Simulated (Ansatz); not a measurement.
# ReSb2: the cost of one run

Method: DFT PBE, scalar-relativistic, plane waves, PAW, in Ansatz 0.2.0.

1 further run of the same task is left out (it didn't finish). Runs told in other sessions of the task aren't counted.

### 1 The structure to begin with

It takes space group P-3m1 (No. 164, trigonal). The conventional cell has a = 3.283 Å, b = 3.283 Å, c = 8.862 Å, α = 90.00°, β = 90.00°, γ = 120.00°. Re (site symmetry -3m) has 6 Sb at 2.76 Å in its first shell of neighbours. Sb (site symmetry 3m) is surrounded by 3 Re at 2.76 Å.

Structure file:

```
Re Sb
1.0
     3.28321    0.00000    0.00000
    -1.64160    2.84334    0.00000
     0.00000    0.00000    8.86156
Re Sb
1 2
Direct
  0.00000 0.00000 0.00000
  0.33333 0.66667 0.22598
  0.66667 0.33333 0.77402
```

This cell comes from an earlier session at PBE: 27.575 Å³/atom at 0.01 GPa, on a 12×12×4 mesh.

The changes: atom 3 (Sb) moved 0.02 Å along y; atom 2 (Sb) moved 0.05 Å along y; strain e2 = +0.02, atoms carried along; strain e4 = -0.01, atoms carried along; all atoms moved at random (σ = 0.03 Å), cell strained at random (1 %); all atoms moved at random (σ = 0.03 Å), cell strained at random (1 %).

### 2 Atom 3 (Sb) moved 0.02 Å along y

Input file input.yaml:

```yaml
crystal:
  lattice:
    - [3.2832067162, 0.0, 0.0]
    - [-1.6416033581, 2.8433404221, 0.0]
    - [0.0, 0.0, 8.8615586249]
  atoms:
    - { symbol: Re, position: [0.0, 0.0, 0.0] }
    - { symbol: Sb, position: [0.3333333333, 0.6666666667, 0.2259825454] }
    - { symbol: Sb, position: [0.6701836567, 0.3403673135, 0.7740174546] }
basis:
  ecutwfc: 420
  ecutrho_ratio: 4
kpoints:
  mp_grid: { grid: [12, 12, 4] }
hamiltonian:
  xc: pbe
scf:
  occupations: { method: gaussian, width: 0.05 }
output:
  forces: true
  stress: true
  eigenvalues: true
  write_density: true
  write_potential: true
  elf: true
  volumetric_format: npy
```

On the command line:

```sh
ansatz run input.yaml --threads 2 --pin off --max-ram 2662MiB --backend cpu --events-out ev --progress --plain --runs-dir out
```

What time and memory should one allow on 2 threads of Arm Neoverse V2, shared host?

About 18 s, with a peak of 0.52 GiB.
